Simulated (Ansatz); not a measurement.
**SiB2, relaxed, part 1 of 2**

Wanted: the geometry at rest of SiB2 (a borrowed structure type, volume estimated), relaxing cell and atoms, and its electronic structure there.

Computed, not measured: Ansatz 0.2.0, DFT, LDA, no spin polarisation, plane waves, PAW.

### 1 Geometry

Symmetry: P6_3/mmc, No. 194, hexagonal system. The conventional cell has a = 2.973 Å, b = 2.973 Å, c = 7.666 Å, α = 90.00°, β = 90.00°, γ = 120.00°. Si (site symmetry -6m2) is surrounded by 8 B at 2.28 to 2.31 Å. Around B (site symmetry 3m) lie 3 B at 1.87 Å.

Symmetry-reduced, conventional setting; the input below types the cell that was run:

```cif
data_structure
_symmetry_space_group_name_H-M 'P6_3/mmc'
_symmetry_Int_Tables_number 194
_cell_length_a 2.9728
_cell_length_b 2.9728
_cell_length_c 7.6657
_cell_angle_alpha 90.000
_cell_angle_beta 90.000
_cell_angle_gamma 120.000
_cell_volume 58.67
loop_
_atom_site_label
_atom_site_type_symbol
_atom_site_symmetry_multiplicity
_atom_site_Wyckoff_symbol
_atom_site_fract_x
_atom_site_fract_y
_atom_site_fract_z
_atom_site_occupancy
Si1 Si 2 d 0.33333 0.66667 0.75000 1
B1 B 4 f 0.33333 0.66667 0.04800 1
```

The first density is read from a saved solution for the starting cell.

### 2 The walk to rest

The input, input.yaml:

```yaml
crystal:
  lattice:
    - [1.48639, 2.5745, 0.0]
    - [-1.48639, 2.5745, 0.0]
    - [0.0, 0.0, 7.665673]
  atoms:
    - { symbol: Si, position: [0.3333, 0.3334, 0.25] }
    - { symbol: Si, position: [0.6666, 0.6667, 0.75] }
    - { symbol: B, position: [0.3333, 0.3334, 0.548] }
    - { symbol: B, position: [0.6666, 0.6667, 0.048] }
    - { symbol: B, position: [0.3333, 0.3334, 0.952] }
    - { symbol: B, position: [0.6667, 0.6667, 0.452] }
  symmetry: { tolerance: 0.0003 }
kpoints:
  mp_grid: { grid: [6, 6, 4], shift: [0, 0, 0] }
magnetization:
  spin_polarized: false
scf:
  occupations: { method: fermi_dirac, width: 0.0166 }
  lower_state_search: "off"
hamiltonian:
  pseudopotentials: { kind: paw }
  xc: lda
basis:
  ecutwfc: 420
  fft_grid_basis: typed
relax:
  max_steps: 60
  cell: { p_target: 0.0 }
  f_tol: 0.03
output:
  forces: true
  stress: true
  eigenvalues: true
  bader: true
  populations: true
  elf: true
  write_potential: true
  volumetric_format: npy
  dos:
    e_range: [-12, 8]
    de: 0.05
    projected: { site_lists: { B: [B], Si: [Si] } }
checkpoint:
  read: saved_state
```

Launch:

```
$ ansatz run input.yaml --threads 2 --pin off --max-ram 3584MiB --backend cpu --events-out ev --progress --plain --runs-dir out
```

Log:

```text
Warning: the atoms were moved onto the symmetric positions of the space group found under crystal.symmetry.tolerance 3.0e-4 (fractional; no operation is sought that the atoms, as they stand in a round, miss by more than twice it, and no atom is moved by as much as it), and the run uses the moved positions. Before a round's move an operation carried an atom to 3.47e-4 Å from where it should land, the largest such distance. Atom 0 (counting from 0) moved farthest, by 1.72e-4 Å; the longest move in fractions of the cell, of whichever atom, is 0.24 of the tolerance, in 1 round. To run the atoms as typed, lower crystal.symmetry.tolerance until the operations that they miss are no longer found, or set crystal.symmetry.detect: false (a key that needs symmetry detection or time reversal refuses this as the deck is read). The positions used, in the order of the run's atom list: position: [0.33333333333333337, 0.3333333333333333, 0.25]; position: [0.6666666666666666, 0.6666666666666666, 0.75]; position: [0.33333333333333337, 0.3333333333333333, 0.548]; position: [0.6666666666666666, 0.6666666666666666, 0.048]; position: [0.33333333333333337, 0.3333333333333333, 0.952]; position: [0.6666666666666666, 0.6666666666666666, 0.452]; The lattice was moved too: crystal.lattice keeps the space group found at crystal.symmetry.tolerance 3.0e-4 only nearly: the operation that it misses by the most changes a squared length by the fraction 2.02e-6. The run uses the lattice that is a stretch of the typed one, with no rotation, onto the one that keeps every operation to a double's rounding (on a very oblique basis the stretch itself rounds by more); the deck's lattice vector that moved farthest moved by 1.73e-6 Å. To run the lattice as typed, set crystal.symmetry.tolerance under 2.01e-6, the least fraction by which an operation that the lattice misses changes a squared length (the same key also sets how far an atom may lie from its image, so lowering it can lose operations that the atoms keep only within it), or set crystal.symmetry.detect: false, as for the atoms. crystal.lattice made exact, in Å and degrees: [[1.486389134014598, 2.574501499931589, 0.0], [-1.486389134014598, 2.574501499931589, 0.0], [0.0, 0.0, 7.665673]]. Pasted over the deck's crystal.lattice, beside positions in fractional coordinates, it runs the same cell (given as lengths and angles, that cell in the form's own orientation, a rigid turn of the misfit's size from the one run here, for which a checkpoint.post_process_only pass over this run's state can be refused: where this run relaxes nothing, give such a pass this deck's own crystal.lattice, as typed; behind a relaxation, as crystal.lattice, the state's own cell, identity.cell in its checkpoint.json), and a matrix so pasted ends this notice, except on a very skew basis of the lattice, where the rounding of the pasted numbers themselves can read as a misfit: the cell is then moved again, and that move is told again. The lattice as run is in this notice's lattice.as_run_ang field (Run.prep()["deck_notices"] in Python, the deck_notice line of an events file, deck_notices of ansatz run --dry-run=json, or deck_notices in record.json in the deck's checkpoint.write directory).
Warning: RAYON_NUM_THREADS=2 ignored (pool sized by the plan → 2); use --threads N
Engine: ansatz 0.2.0, aarch64-unknown-linux-gnu
Pseudopotentials: kind: paw
Pseudopotential: Si, paw, valence charge 4, recommended cutoff 420 eV (normal), Si.paw.azcp
Pseudopotential: B, paw, valence charge 3, recommended cutoff 420 eV (normal), B.paw.azcp
Functional definition: SPW92
  exchange = slater_x
  correlation = pw_c
Crystal: 6 atoms, lattice volume = 58.669 Å³
Basis set: ecut = 420 eV, 1117 PW (Γ)
Bands: 16, of which v1, the nominal top of the filled ones, is band 10 counted from 1 (9 counted from 0)
Symmetry: 24 space group operations
Space group: P63/mmc (ITA 194), of the structure as read, at distance tolerance 1.2e-3 Å
k-points: 21 of 144
Non-local potential: Si, projectors of the file, l = 0: 2, l = 1: 2, l = 2: 2
Non-local potential: B, projectors of the file, l = 0: 2, l = 1: 2, l = 2: 1
PAW form: soft (Blöchl's): semilocal exchange-correlation on the pseudo side does not see the compensation charge
PAW frozen core: Si, regenerated for the run's functional, and the local potential with it (the file was generated under x = pbe(κ = 0.804, μ = 0.2195149727645171), c = pbe(β = 0.06672455060314922))
PAW frozen core: B, regenerated for the run's functional, and the local potential with it (the file was generated under x = pbe(κ = 0.804, μ = 0.2195149727645171), c = pbe(β = 0.06672455060314922))
PAW one-centre angular grid: Si, 110 points (default); XC on 64 Gauss nodes
PAW one-centre angular grid: B, 110 points (default); XC on 64 Gauss nodes
Initial density: read from a saved state, or passed on in memory by an earlier SCF of this step, an earlier step, the calling program or the single point that the run made first
Initial wavefunctions: pseudopotential atomic-orbital guess
Functional: x = slater, c = lda
iter 1 solved again at ethr=1.44e-5 eV; its pass at ethr=3.10e-3 eV (dr2=2.89e-3 eV) is discarded
SCF iter   1: F=—  HF=-1812.215094 eV  |F-HF|=—  |Δ(HF+E_count)|=         —  Δρ=1.83e-3  dr2=2.73e-3  ethr=1.44e-5  ⟨swp⟩=2.1  Hψ=2659  notcnv=0
preconditioner: auto → none  [metal: Δε(μ)=0.031 eV  Ē_g=9.460 eV  σ=0.017 eV  W_gap=0.40  n_scr=4 (ndim 8)  ℏωp=21.7 eV  f_vac=0.000  D(μ)=4.00/eV (n_scr^D=50)]
SCF iter   2: F=—  HF=-1812.214458 eV  |F-HF|=—  |Δ(HF+E_count)|=   6.36e-4  Δρ=5.15e-4  dr2=9.73e-5  ethr=1.36e-5  ⟨swp⟩=2.8  Hψ=574  notcnv=0
SCF iter   3: F=—  HF=-1812.214443 eV  |F-HF|=—  |Δ(HF+E_count)|=   1.51e-5  Δρ=2.36e-4  dr2=1.44e-5  ethr=4.87e-7  ⟨swp⟩=2.1  Hψ=520  notcnv=0
SCF iter   4: F=—  HF=-1812.214443 eV  |F-HF|=—  |Δ(HF+E_count)|=   2.73e-8  Δρ=3.30e-5  dr2=2.57e-7  ethr=7.19e-8  ⟨swp⟩=2.0  Hψ=506  notcnv=0
iter 5 did not close the SCF: its close was put off for the readings that it lacked (scf_convergence_deferred on its scf_iter line)
SCF iter   5: F=-1812.214443 eV  HF=-1812.214443 eV  |F-HF|=1.97e-10  |Δ(HF+E_count)|=   4.22e-8  Δρ=1.59e-6  dr2=8.64e-10  ethr=1.28e-9  ⟨swp⟩=1.2  Hψ=357  notcnv=0
SCF iter   6: F=-1812.214443 eV  HF=-1812.214443 eV  |F-HF|=2.96e-12  |Δ(HF+E_count)|=  1.27e-10  Δρ=1.40e-7  dr2=7.66e-12  ethr=4.32e-12  ⟨swp⟩=4.6  Hψ=1589  notcnv=0
SCF 1 converged in 6 iterations: F = -1812.214443 eV  dr2 = 7.66e-12
relax step   1: F+E_penalty+E_count = -1812.21444293 eV  Δ(F+E_penalty+E_count) = +0.000e0 eV  max|allowed force component| = 2.157e0 eV/Å  Δτ_max = 0.0000 Å  P = -18.350 GPa  Ω = 58.669 Å³  (6 SCF iters, accepted)
Crystal: 6 atoms, lattice volume = 56.196 Å³
Basis set: ecut = 420 eV, 1057 PW (Γ)
Initial density: handed on by an earlier stage of this run
Initial wavefunctions: those handed on with the density
iter 1 solved again at ethr=1.14e-3 eV; its pass at ethr=3.10e-3 eV (dr2=2.28e-1 eV) is discarded
SCF iter   1: F=—  HF=-1813.230399 eV  |F-HF|=—  |Δ(HF+E_count)|=         —  Δρ=1.48e-2  dr2=2.37e-1  ethr=1.14e-3  ⟨swp⟩=1.0  Hψ=2449  notcnv=0
preconditioner: auto → none  [insulator: Δε(μ)=0.188 eV  Ē_g=10.021 eV  σ=0.017 eV  W_gap=0.53  n_scr=4 (ndim 8)  ℏωp=22.2 eV  f_vac=0.000  D(μ)=0.92/eV (n_scr^D=4)  ε∞_Penn≈5.9]
SCF iter   2: F=—  HF=-1813.152789 eV  |F-HF|=—  |Δ(HF+E_count)|=   7.76e-2  Δρ=3.04e-3  dr2=5.18e-3  ethr=1.14e-3  ⟨swp⟩=2.4  Hψ=614  notcnv=0
SCF iter   3: F=—  HF=-1813.150974 eV  |F-HF|=—  |Δ(HF+E_count)|=   1.81e-3  Δρ=9.34e-4  dr2=3.92e-4  ethr=2.59e-5  ⟨swp⟩=2.5  Hψ=658  notcnv=0  defer=9
SCF iter   4: F=—  HF=-1813.150836 eV  |F-HF|=—  |Δ(HF+E_count)|=   1.38e-4  Δρ=8.06e-5  dr2=2.02e-6  ethr=1.96e-6  ⟨swp⟩=2.5  Hψ=536  notcnv=0  defer=9
iter 5 did not close the SCF: its close was put off for the readings that it lacked (scf_convergence_deferred on its scf_iter line)
SCF iter   5: F=-1813.150836 eV  HF=-1813.150836 eV  |F-HF|=1.45e-8  |Δ(HF+E_count)|=   1.34e-7  Δρ=7.36e-6  dr2=2.97e-8  ethr=1.01e-8  ⟨swp⟩=2.3  Hψ=530  notcnv=0  defer=9
SCF iter   6: F=-1813.150836 eV  HF=-1813.150836 eV  |F-HF|=4.34e-11  |Δ(HF+E_count)|=   8.15e-9  Δρ=1.05e-6  dr2=2.60e-10  ethr=1.49e-10  ⟨swp⟩=6.4  Hψ=1948  notcnv=0
the search or the solves at the SCF's close seem to have found levels that the self-consistency loop had missed (the run counts 2). By its estimate they hold under 1e-12 electrons; where the run keeps them, the occupations were computed again with them
SCF 2 converged in 6 iterations: F = -1813.150836 eV  dr2 = 2.60e-10
relax step   2: F+E_penalty+E_count = -1813.15083576 eV  Δ(F+E_penalty+E_count) = -9.364e-1 eV  max|allowed force component| = 1.594e0 eV/Å  Δτ_max = 0.0482 Å  P = -11.695 GPa  Ω = 56.196 Å³  energy of the carried Pulay correction = +2.620e-3 eV  (6 SCF iters, dr2 threshold 6.00e-7 eV, accepted)
Crystal: 6 atoms, lattice volume = 53.282 Å³
Basis set: ecut = 420 eV, 1031 PW (Γ)
iter 1 solved again at ethr=2.15e-3 eV; its pass at ethr=3.10e-3 eV (dr2=4.29e-1 eV) is discarded
SCF iter   1: F=—  HF=-1813.616941 eV  |F-HF|=—  |Δ(HF+E_count)|=         —  Δρ=2.34e-2  dr2=4.33e-1  ethr=2.15e-3  ⟨swp⟩=1.0  Hψ=2559  notcnv=0
preconditioner: auto → none  [metal: Δε(μ)=0.015 eV  Ē_g=10.629 eV  σ=0.017 eV  W_gap=0.22  n_scr=4 (ndim 8)  ℏωp=22.8 eV  f_vac=0.000  D(μ)=4.61/eV (n_scr^D=50)]
SCF iter   2: F=—  HF=-1813.464671 eV  |F-HF|=—  |Δ(HF+E_count)|=   1.52e-1  Δρ=6.81e-3  dr2=3.20e-2  ethr=2.15e-3  ⟨swp⟩=2.8  Hψ=617  notcnv=0
SCF iter   3: F=—  HF=-1813.452878 eV  |F-HF|=—  |Δ(HF+E_count)|=   1.18e-2  Δρ=8.62e-4  dr2=2.56e-4  ethr=1.60e-4  ⟨swp⟩=2.7  Hψ=695  notcnv=0  defer=11
SCF iter   4: F=—  HF=-1813.452824 eV  |F-HF|=—  |Δ(HF+E_count)|=   5.39e-5  Δρ=8.37e-5  dr2=2.18e-6  ethr=1.28e-6  ⟨swp⟩=2.7  Hψ=559  notcnv=0  defer=11
iter 5 did not close the SCF: its close was put off for the readings that it lacked (scf_convergence_deferred on its scf_iter line)
SCF iter   5: F=-1813.452824 eV  HF=-1813.452824 eV  |F-HF|=1.07e-8  |Δ(HF+E_count)|=   5.81e-8  Δρ=1.28e-5  dr2=5.50e-8  ethr=1.09e-8  ⟨swp⟩=2.7  Hψ=561  notcnv=0  defer=11
SCF iter   6: F=-1813.452824 eV  HF=-1813.452824 eV  |F-HF|=9.37e-11  |Δ(HF+E_count)|=   5.75e-9  Δρ=1.53e-6  dr2=7.63e-10  ethr=2.75e-10  ⟨swp⟩=8.1  Hψ=2136  notcnv=0
SCF 3 converged in 6 iterations: F = -1813.452824 eV  dr2 = 7.63e-10
relax step   3: F+E_penalty+E_count = -1813.45282360 eV  Δ(F+E_penalty+E_count) = -3.020e-1 eV  max|allowed force component| = 3.386e-1 eV/Å  Δτ_max = 0.0923 Å  P = +3.767 GPa  Ω = 53.282 Å³  energy of the carried Pulay correction = +5.856e-3 eV  (6 SCF iters, dr2 threshold 6.00e-7 eV, accepted)
Crystal: 6 atoms, lattice volume = 53.050 Å³
Basis set: ecut = 420 eV, 1021 PW (Γ)
iter 1 solved again at ethr=2.42e-4 eV; its pass at ethr=3.10e-3 eV (dr2=4.83e-2 eV) is discarded
SCF iter   1: F=—  HF=-1813.601899 eV  |F-HF|=—  |Δ(HF+E_count)|=         —  Δρ=1.09e-2  dr2=5.11e-2  ethr=2.42e-4  ⟨swp⟩=1.3  Hψ=2436  notcnv=0
preconditioner: auto → none  [insulator: Δε(μ)=0.042 eV  Ē_g=10.474 eV  σ=0.017 eV  W_gap=0.56  n_scr=4 (ndim 8)  ℏωp=22.8 eV  f_vac=0.000  D(μ)=1.53/eV (n_scr^D=4)  ε∞_Penn≈5.7]
SCF iter   2: F=—  HF=-1813.586641 eV  |F-HF|=—  |Δ(HF+E_count)|=   1.53e-2  Δρ=4.18e-3  dr2=5.76e-3  ethr=2.42e-4  ⟨swp⟩=3.0  Hψ=588  notcnv=0
SCF iter   3: F=—  HF=-1813.584720 eV  |F-HF|=—  |Δ(HF+E_count)|=   1.92e-3  Δρ=4.88e-4  dr2=7.16e-5  ethr=2.88e-5  ⟨swp⟩=3.0  Hψ=662  notcnv=0
SCF iter   4: F=—  HF=-1813.584705 eV  |F-HF|=—  |Δ(HF+E_count)|=   1.51e-5  Δρ=9.33e-5  dr2=1.74e-6  ethr=3.58e-7  ⟨swp⟩=2.4  Hψ=504  notcnv=0
iter 5 did not close the SCF: its close was put off for the readings that it lacked (scf_convergence_deferred on its scf_iter line)
SCF iter   5: F=-1813.584705 eV  HF=-1813.584705 eV  |F-HF|=5.96e-9  |Δ(HF+E_count)|=   1.22e-7  Δρ=8.29e-6  dr2=2.09e-8  ethr=8.68e-9  ⟨swp⟩=1.5  Hψ=405  notcnv=0
SCF iter   6: F=-1813.584705 eV  HF=-1813.584705 eV  |F-HF|=1.09e-10  |Δ(HF+E_count)|=   1.45e-9  Δρ=1.15e-6  dr2=4.13e-10  ethr=1.05e-10  ⟨swp⟩=5.6  Hψ=1860  notcnv=0
SCF 4 converged in 6 iterations: F = -1813.584705 eV  dr2 = 4.13e-10
relax step   4: F+E_penalty+E_count = -1813.58470493 eV  Δ(F+E_penalty+E_count) = -1.319e-1 eV  max|allowed force component| = 9.011e-2 eV/Å  Δτ_max = 0.0149 Å  P = +2.604 GPa  Ω = 53.050 Å³  energy of the carried Pulay correction = +6.121e-3 eV  (6 SCF iters, dr2 threshold 6.00e-7 eV, accepted)
Crystal: 6 atoms, lattice volume = 54.121 Å³
Basis set: ecut = 420 eV, 1043 PW (Γ)
iter 1 solved again at ethr=7.62e-5 eV; its pass at ethr=3.10e-3 eV (dr2=1.52e-2 eV) is discarded
SCF iter   1: F=—  HF=-1813.614666 eV  |F-HF|=—  |Δ(HF+E_count)|=         —  Δρ=4.30e-3  dr2=1.53e-2  ethr=7.62e-5  ⟨swp⟩=1.8  Hψ=2286  notcnv=0
preconditioner: auto → none  [insulator: Δε(μ)=0.146 eV  Ē_g=10.343 eV  σ=0.017 eV  W_gap=0.51  n_scr=4 (ndim 8)  ℏωp=22.6 eV  f_vac=0.000  D(μ)=0.43/eV (n_scr^D=2)  ε∞_Penn≈5.8]
SCF iter   2: F=—  HF=-1813.609805 eV  |F-HF|=—  |Δ(HF+E_count)|=   4.86e-3  Δρ=1.20e-3  dr2=5.76e-4  ethr=7.62e-5  ⟨swp⟩=2.7  Hψ=621  notcnv=0
SCF iter   3: F=—  HF=-1813.609650 eV  |F-HF|=—  |Δ(HF+E_count)|=   1.55e-4  Δρ=3.17e-4  dr2=3.08e-5  ethr=2.88e-6  ⟨swp⟩=2.3  Hψ=535  notcnv=0
iter 4 did not close the SCF: its close was put off for the readings that it lacked (scf_convergence_deferred on its scf_iter line)
SCF iter   4: F=-1813.609643 eV  HF=-1813.609643 eV  |F-HF|=1.13e-7  |Δ(HF+E_count)|=   6.72e-6  Δρ=2.95e-5  dr2=3.05e-7  ethr=1.54e-7  ⟨swp⟩=1.6  Hψ=448  notcnv=0
iter 5 did not close the SCF: its close was put off for the readings that it lacked (scf_convergence_deferred on its scf_iter line)
SCF iter   5: F=-1813.609643 eV  HF=-1813.609643 eV  |F-HF|=2.21e-9  |Δ(HF+E_count)|=   2.96e-8  Δρ=4.80e-6  dr2=7.82e-9  ethr=1.52e-9  ⟨swp⟩=2.3  Hψ=520  notcnv=0
SCF iter   6: F=-1813.609643 eV  HF=-1813.609643 eV  |F-HF|=1.91e-11  |Δ(HF+E_count)|=   1.75e-9  Δρ=3.79e-7  dr2=5.49e-11  ethr=3.91e-11  ⟨swp⟩=5.8  Hψ=1828  notcnv=0
SCF 5 converged in 6 iterations: F = -1813.609643 eV  dr2 = 5.49e-11
relax step   5: F+E_penalty+E_count = -1813.60964347 eV  Δ(F+E_penalty+E_count) = -2.494e-2 eV  max|allowed force component| = 7.834e-2 eV/Å  Δτ_max = 0.0007 Å  P = -0.778 GPa  Ω = 54.121 Å³  energy of the carried Pulay correction = +4.907e-3 eV  (6 SCF iters, dr2 threshold 6.00e-7 eV, accepted)
Crystal: 6 atoms, lattice volume = 53.972 Å³
iter 1 solved again at ethr=5.84e-6 eV; its pass at ethr=3.10e-3 eV (dr2=1.17e-3 eV) is discarded
SCF iter   1: F=—  HF=-1813.611166 eV  |F-HF|=—  |Δ(HF+E_count)|=         —  Δρ=1.13e-3  dr2=1.21e-3  ethr=5.84e-6  ⟨swp⟩=2.2  Hψ=2005  notcnv=0
preconditioner: auto → none  [insulator: Δε(μ)=0.270 eV  Ē_g=10.387 eV  σ=0.017 eV  W_gap=0.85  n_scr=4 (ndim 8)  ℏωp=22.6 eV  f_vac=0.000  D(μ)=0.77/eV (n_scr^D=2)  ε∞_Penn≈5.7]
```

(Continued in part 2 of 2.)
